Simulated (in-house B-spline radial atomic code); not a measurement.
# Zr⁺: excited configurations

Wanted: excitation energies of Zr⁺ as differences of total energies (ΔSCF).

Method: Dirac-Hartree-Fock, average of configuration, Fermi nucleus, basis-set limit. Code: in-house B-spline radial atomic code version 1.

### 1 The atom as given

```
element       : zirconium (Z = 40)
charge        : +1
electrons     : 39
configuration : [Kr] 4d2 5s1
Hamiltonian   : Dirac-Coulomb
nucleus       : Fermi, rms radius 4.269 fm
```

The outer shells:

[Kr] 4d2 5s1
```
[Kr] core
4d [↑ ][↑ ][  ][  ][  ]
5s [↑ ]
```

The boxes draw the filling by Hund's rule, which heavy ions in jj coupling don't follow; these runs average over all states of the configuration.

The run's settings:

```ini
Z = 40
electrons = 39.0
configuration = [Kr] 4d2 5s1
hamiltonian = dirac
method = hf
spin_polarised = False
nucleus = fermi
rms_radius = 4.2694
mass_number = 90
atomic_mass = 89.904698755
speed_of_light = 137.035999084
```

The reference is known from an earlier run: -3596.878145 hartree in all. Up to eight levels, counted from the top:

```csv
orbital,occupation,energy (eV),<r> (bohr)
3d3/2,4,-209.38,0.4491
3d5/2,6,-206.79,0.4525
4s1/2,2,-74.831,1.221
4p1/2,2,-48.641,1.354
4p3/2,4,-46.744,1.382
4d3/2,0.8,-14.501,2.085
4d5/2,1.2,-14.391,2.102
5s1/2,1,-12.033,3.589
```

### 2 Configuration [Ar] 3d10 4s2 4p5 4d2 7f2

The run's settings:

```ini
Z = 40
electrons = 39.0
configuration = [Ar] 3d10 4s2 4p5 4d2 7f2
hamiltonian = dirac
method = hf
spin_polarised = False
nucleus = fermi
rms_radius = 4.2694
mass_number = 90
atomic_mass = 89.904698755
speed_of_light = 137.035999084
```

### 3 [Ar] 3d9 4s2 4p5 4d2 5s1 6s1 7f1

Changes to the settings of step 2:

```diff
@@ -2,3 +2,3 @@
 electrons = 39.0
-configuration = [Ar] 3d10 4s2 4p5 4d2 7f2
+configuration = [Ar] 3d9 4s2 4p5 4d2 5s1 6s1 7f1
 hamiltonian = dirac
```

### 4 Configuration [Ar] 3d9 4s2 4p5 4d3 5s1 7d1

Changes to the settings of step 3:

```diff
@@ -2,3 +2,3 @@
 electrons = 39.0
-configuration = [Ar] 3d9 4s2 4p5 4d2 5s1 6s1 7f1
+configuration = [Ar] 3d9 4s2 4p5 4d3 5s1 7d1
 hamiltonian = dirac
```

### 5 Configuration [Ar] 3d10 4s2 4p5 4d2 5p1 7p1

Changes to the settings of step 4:

```diff
@@ -2,3 +2,3 @@
 electrons = 39.0
-configuration = [Ar] 3d9 4s2 4p5 4d3 5s1 7d1
+configuration = [Ar] 3d10 4s2 4p5 4d2 5p1 7p1
 hamiltonian = dirac
```

Before running: How far above the reference does each configuration lie (order and size, in eV)?

**Answer**, as computed:

| net move | configuration | energy above the reference (eV) | with Breit, QED, recoil (eV) | largest <r> (bohr) |
| --- | --- | --- | --- | --- |
| 4p, 5s → 5p, 7p | [Ar] 3d10 4s2 4p5 4d2 5p1 7p1 | 47.051 | 47.017 | 14.7 |
| 4p, 5s → 2×7f | [Ar] 3d10 4s2 4p5 4d2 7f2 | 61.359 | 61.319 | 24.0 |
| 3d, 4p → 4d, 7d | [Ar] 3d9 4s2 4p5 4d3 5s1 7d1 | 229.28 | 229.23 | 19.6 |
| 3d, 4p → 6s, 7f | [Ar] 3d9 4s2 4p5 4d2 5s1 6s1 7f1 | 247.09 | 247.06 | 29.9 |

**Reading.** The energies run from 47.051 eV (4p, 5s → 5p, 7p) to 247.09 eV (3d, 4p → 6s, 7f). Koopmans' estimate of the ionisation threshold is 12.033 eV; 4 configurations exceed it by over 2 % and could autoionise. Two partly filled shells share a symmetry and can mix in the average, which may lower the energy, for: 4p, 5s → 5p, 7p; 3d, 4p → 4d, 7d; 3d, 4p → 6s, 7f. These are averages over configurations, without correlation, not spectroscopic levels.
